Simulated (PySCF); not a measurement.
# C₆H₉NO: magnetic properties

What do calculations give for the magnetic properties of C₆H₉NO (`C#CCN(C)C(C)=O`)?

Computed with PySCF 2.14.0 and routines of our own; the level stands in each step. Atoms count from 0.

## 1. The starting structure

17 atoms, charge 0, multiplicity 1; geometry from: GFN2-xTB.

## 2. Magnetic properties: GIAO B97-2/pcSseg-1

Job settings and geometry (Å):

```
{"job": {"kind": "mag", "xc": "B97-2", "basis": "pcSseg-1", "isotopologues": 2}, "charge": 0, "multiplicity": 1}
C     -2.746674    -0.007729     1.827495
C     -2.196974     0.036567     0.765366
C     -1.484001     0.057031    -0.497622
N     -0.046380    -0.050930    -0.307656
C      0.445976    -1.249492     0.326220
C      0.751491     0.940201    -0.776937
C      2.235452     0.741297    -0.566652
O      0.298430     1.922670    -1.332946
H     -3.253026    -0.021840     2.746058
H     -1.664100     1.009329    -1.007340
H     -1.840526    -0.764808    -1.133247
H      1.135632    -1.013288     1.137698
H     -0.398456    -1.790480     0.748965
H      0.957633    -1.900076    -0.390106
H      2.760613     1.572496    -1.029184
H      2.468153     0.722149     0.496060
H      2.569758    -0.191069    -1.016085
```

Method: GIAO B97-2/pcSseg-1 magnetisability, rotational g tensor and spin-rotation constants, non-relativistic, gas phase.

Run with:

```
$ OMP_NUM_THREADS=1 python excited_run.py task.json out
```

This one command runs all jobs of the session in turn.

Output:

```text
coarse grid: 14248 points
cycle   1  E = -363.5754662817  dE =  1.210e+00  |g| = 9.047e-01  |ddm| = 3.816e+00
cycle   2  E = -362.9645919278  dE =  6.109e-01  |g| = 1.940e+00  |ddm| = 3.033e+00
cycle   3  E = -363.7305869342  dE = -7.660e-01  |g| = 2.407e-01  |ddm| = 2.460e+00
cycle   4  E = -363.7428060043  dE = -1.222e-02  |g| = 8.995e-02  |ddm| = 2.938e-01
cycle   5  E = -363.7442172776  dE = -1.411e-03  |g| = 4.168e-02  |ddm| = 8.540e-02
cycle   6  E = -363.7445716450  dE = -3.544e-04  |g| = 1.321e-02  |ddm| = 3.410e-02
cycle   7  E = -363.7446111179  dE = -3.947e-05  |g| = 4.626e-03  |ddm| = 1.105e-02
cycle   8  E = -363.7446157093  dE = -4.591e-06  |g| = 9.133e-04  |ddm| = 3.515e-03
final grid: 137800 points
cycle   9  E = -363.7954043027  dE = -8.125e-05  |g| = 5.265e-03  |ddm| = 4.621e-02
cycle  10  E = -363.7953952288  dE =  9.074e-06  |g| = 8.729e-03  |ddm| = 1.147e-02
cycle  11  E = -363.7954090941  dE = -1.387e-05  |g| = 1.611e-03  |ddm| = 8.259e-03
cycle  12  E = -363.7954095894  dE = -4.953e-07  |g| = 4.072e-04  |ddm| = 1.429e-03
cycle  13  E = -363.7954096166  dE = -2.722e-08  |g| = 1.885e-04  |ddm| = 4.115e-04
cycle  14  E = -363.7954096239  dE = -7.321e-09  |g| = 6.623e-05  |ddm| = 1.609e-04
cycle  15  E = -363.7954096249  dE = -1.002e-09  |g| = 1.900e-05  |ddm| = 5.271e-05
cycle  16  E = -363.7954096250  dE = -8.345e-11  |g| = 2.873e-06  |ddm| = 1.685e-05
converged SCF energy = -363.7954096250

Magnetisability tensor (1e-30 J/T^2)
    -1198.65       14.05       30.93
       14.05    -1143.21      -68.58
       30.93      -68.58    -1290.68
isotropic -1210.85   principal values   -1326.64  -1189.70  -1116.20
isotropic susceptibility -72.919 1e-6 cm^3/mol

Inertial axes            a          b          c
rot. const./GHz      3.8061     1.3418     1.1208
chi total           -73.262    -68.196    -77.299
chi diamagnetic    -428.398   -989.148  -1169.777
chi paramagnetic    355.136    920.952   1092.478
quadrupole/D A        3.133     -5.569      2.436
g nuclear            0.6121     0.5725     0.5708
g electronic        -0.6350    -0.5806    -0.5752
g total             -0.0229    -0.0080    -0.0044

Spin-rotation constants (kHz, H = +C I.J)
atom  isotope        aa         bb         cc
  3    14N        0.183      0.169      0.073
  8     1H       -0.110     -0.151     -0.085
  9     1H       -0.302      0.066     -0.104
 10     1H       -0.395     -0.124      0.027
 11     1H       -0.358     -0.108      0.003
 12     1H        0.113     -0.123     -0.121
 13     1H       -0.221     -0.107     -0.039
 14     1H       -0.018     -0.100     -0.119
 15     1H       -0.390     -0.106     -0.009
 16     1H       -0.375     -0.066     -0.050
  0    13C*       0.546      0.411      0.255
  1    13C*       0.473      0.479      0.272
  2    13C*       0.638      0.235      0.185
  4    13C*       0.695      0.186      0.200
  5    13C*       1.825      0.491      0.294
  6    13C*       0.517      0.203      0.182
  7    17O*      -1.705     -0.828     -0.129
* in the singly substituted isotopologue

Isotopologues: g along a, b, c
2H    at 8,9,10,11,12,1    -0.0197    -0.0070    -0.0040
13C   at 0                 -0.0228    -0.0079    -0.0044
```

Wall time 66 s (1 thread of Arm Neoverse N1, shared host); peak memory 0.81 GiB.

Key values:

| quantity | value |
| --- | --- |
| magnetisability | -1211·10⁻³⁰ J/T² |
| molar susceptibility | -72.9·10⁻⁶ cm³/mol |
| rotational g (a, b, c) | -0.0229, -0.0080, -0.0044 |

Orbitals, density, ELF and potential are computed afterwards from the orbital file.

Frontier orbitals at B97-2/pcSseg-1, with the share of their density that lies nearest to each atom:

```csv
orbital,energy (eV),lies on
HOMO,-6.86,N3 37 %; O7 35 %
LUMO,0.58,"C5 23 %; C0, C1 about 14 % each; O7 13 %"
```

ELF in a plane through or near 6 of the atoms.

Values, 10 rows by 14 columns:
```
0.00 0.00 0.00 0.00 0.00 0.00 0.00 0.00 0.00 0.00 0.00 0.00 0.00 0.00
0.00 0.00 0.00 0.00 0.00 0.05 0.07 0.00 0.00 0.00 0.00 0.00 0.00 0.00
0.00 0.00 0.00 0.00 0.07 0.67 0.78 0.07 0.83 0.01 0.00 0.00 0.00 0.00
0.00 0.00 0.00 0.05 0.01 0.62 0.75 0.13 0.99 0.08 0.21 0.06 0.00 0.00
0.00 0.00 0.00 0.20 0.31 0.64 0.72 0.68 0.38 0.74 0.71 0.40 0.00 0.00
0.00 0.00 0.00 0.58 1.00 0.19 0.42 0.69 0.14 0.60 0.74 0.42 0.01 0.00
0.00 0.00 0.00 0.54 0.97 0.02 0.55 0.19 0.85 0.08 0.43 0.17 0.00 0.00
0.00 0.00 0.00 0.00 0.00 0.04 0.38 0.51 0.99 0.01 0.01 0.00 0.00 0.00
0.00 0.00 0.00 0.00 0.00 0.00 0.01 0.01 0.03 0.00 0.00 0.00 0.00 0.00
0.00 0.00 0.00 0.00 0.00 0.00 0.00 0.00 0.00 0.00 0.00 0.00 0.00 0.00
```
The map spans 13.2 Å across and 9.4 Å up, centred on the molecule. Atoms in the plane (x, y in Å): C2 (1.2, 0.8), N3 (-0.1, 0.1), C4 (-0.1, -1.3), H9 (1.0, 1.9), H12 (0.9, -1.7), H16 (-2.7, -0.5).

On the surface of density 0.002 e/bohr³ the electrostatic potential runs, from the 1st to the 99th percentile, from -2.02 V near O7 to 1.34 V near H8.

## 3. Magnetic properties: GIAO HCTH407/6-31G*, grid 3

Settings changed since step 2:

```diff
@@ -1,2 +1,2 @@
-{"job": {"kind": "mag", "xc": "B97-2", "basis": "pcSseg-1", "isotopologues": 2}, "charge": 0, "multiplicity": 1}
+{"job": {"kind": "mag", "xc": "HCTH407", "basis": "6-31G*", "grid": 3}, "charge": 0, "multiplicity": 1}
 C     -2.746674    -0.007729     1.827495
```

Method: GIAO HCTH407/6-31G* magnetisability, rotational g tensor and spin-rotation constants, non-relativistic, gas phase.

Output:

```text
coarse grid: 14248 points
cycle   1  E = -363.7666084388  dE =  1.040e+00  |g| = 1.012e+00  |ddm| = 4.093e+00
cycle   2  E = -362.3535325996  dE =  1.413e+00  |g| = 2.604e+00  |ddm| = 5.675e+00
cycle   3  E = -363.9295311474  dE = -1.576e+00  |g| = 5.098e-01  |ddm| = 5.200e+00
cycle   4  E = -363.9887879774  dE = -5.926e-02  |g| = 1.887e-01  |ddm| = 7.277e-01
cycle   5  E = -363.9927254722  dE = -3.937e-03  |g| = 1.355e-01  |ddm| = 2.421e-01
cycle   6  E = -363.9966234337  dE = -3.898e-03  |g| = 4.577e-02  |ddm| = 1.308e-01
cycle   7  E = -363.9971211308  dE = -4.977e-04  |g| = 1.360e-02  |ddm| = 4.448e-02
cycle   8  E = -363.9971643389  dE = -4.321e-05  |g| = 3.262e-03  |ddm| = 1.357e-02
cycle   9  E = -363.9971667798  dE = -2.441e-06  |g| = 7.125e-04  |ddm| = 3.763e-03
final grid: 200968 points
cycle  10  E = -363.9114292593  dE = -1.098e-04  |g| = 9.707e-03  |ddm| = 6.082e-02
cycle  11  E = -363.9113215052  dE =  1.078e-04  |g| = 2.438e-02  |ddm| = 3.205e-02
cycle  12  E = -363.9114465319  dE = -1.250e-04  |g| = 4.170e-03  |ddm| = 2.666e-02
cycle  13  E = -363.9114503681  dE = -3.836e-06  |g| = 7.649e-04  |ddm| = 3.957e-03
cycle  14  E = -363.9114504460  dE = -7.787e-08  |g| = 5.229e-04  |ddm| = 1.091e-03
cycle  15  E = -363.9114505150  dE = -6.905e-08  |g| = 1.032e-04  |ddm| = 4.816e-04
cycle  16  E = -363.9114505174  dE = -2.335e-09  |g| = 3.244e-05  |ddm| = 1.210e-04
cycle  17  E = -363.9114505176  dE = -2.245e-10  |g| = 9.696e-06  |ddm| = 3.632e-05
converged SCF energy = -363.9114505176

Magnetisability tensor (1e-30 J/T^2)
    -1157.13       13.69       28.62
       13.69    -1102.46      -70.21
       28.62      -70.21    -1249.46
isotropic -1169.69   principal values   -1285.42  -1149.37  -1074.26
isotropic susceptibility -70.440 1e-6 cm^3/mol

Inertial axes            a          b          c
rot. const./GHz      3.8061     1.3418     1.1208
chi total           -70.649    -65.699    -74.973
chi diamagnetic    -425.930   -987.274  -1167.387
chi paramagnetic    355.281    921.575   1092.414
quadrupole/D A        2.752     -4.941      2.189
g nuclear            0.6121     0.5725     0.5708
g electronic        -0.6353    -0.5809    -0.5752
g total             -0.0232    -0.0084    -0.0044

Spin-rotation constants (kHz, H = +C I.J)
atom  isotope        aa         bb         cc
  3    14N        0.193      0.152      0.068
  8     1H       -0.119     -0.160     -0.089
  9     1H       -0.319      0.064     -0.110
 10     1H       -0.406     -0.128      0.027
 11     1H       -0.375     -0.110      0.002
 12     1H        0.111     -0.127     -0.122
 13     1H       -0.236     -0.109     -0.041
 14     1H       -0.025     -0.106     -0.125
 15     1H       -0.407     -0.109     -0.010
 16     1H       -0.389     -0.068     -0.052
  0    13C*       0.482      0.357      0.223
  1    13C*       0.427      0.415      0.238
  2    13C*       0.599      0.223      0.174
  4    13C*       0.658      0.177      0.188
  5    13C*       1.622      0.433      0.271
  6    13C*       0.481      0.187      0.168
  7    17O*      -1.515     -0.761     -0.115
* in the singly substituted isotopologue
```

Wall time 59 s (1 thread of Arm Neoverse N1, shared host); peak memory 0.57 GiB.

Key values:

```csv
quantity,value
magnetisability,-1170·10⁻³⁰ J/T²
molar susceptibility,-70.4·10⁻⁶ cm³/mol
"rotational g (a, b, c)","-0.0232, -0.0084, -0.0044"
```

## 4. The levels compared

```csv
level,ξ (10⁻³⁰ J/T²),g(a),g(b),gap (eV),functions,time
GIAO B97-2/pcSseg-1,-1211,-0.0229,-0.0080,7.44,181,66 s
"GIAO HCTH407/6-31G*, grid 3",-1170,-0.0232,-0.0084,5.31,130,59 s
```

## 5. Results

```
                                            quantity                      value
       magnetisability (step 2, GIAO B97-2/pcSseg-1)           -1211·10⁻³⁰ J/T²
  molar susceptibility (step 2, GIAO B97-2/pcSseg-1)         -72.9·10⁻⁶ cm³/mol
rotational g (a, b, c) (step 2, GIAO B97-2/pcSseg-1)  -0.0229, -0.0080, -0.0044
               surface potential, 1st and 99th percentile         -2.02 V and 1.34 V
                     magnetisability over the levels  -1211 to -1170·10⁻³⁰ J/T²
```

The magnetisability spreads by 3.5 % over 2 levels of like cost. Two levels can agree by chance, so this spread shows no convergence. Vibrational averaging and real surroundings are missing from these values.
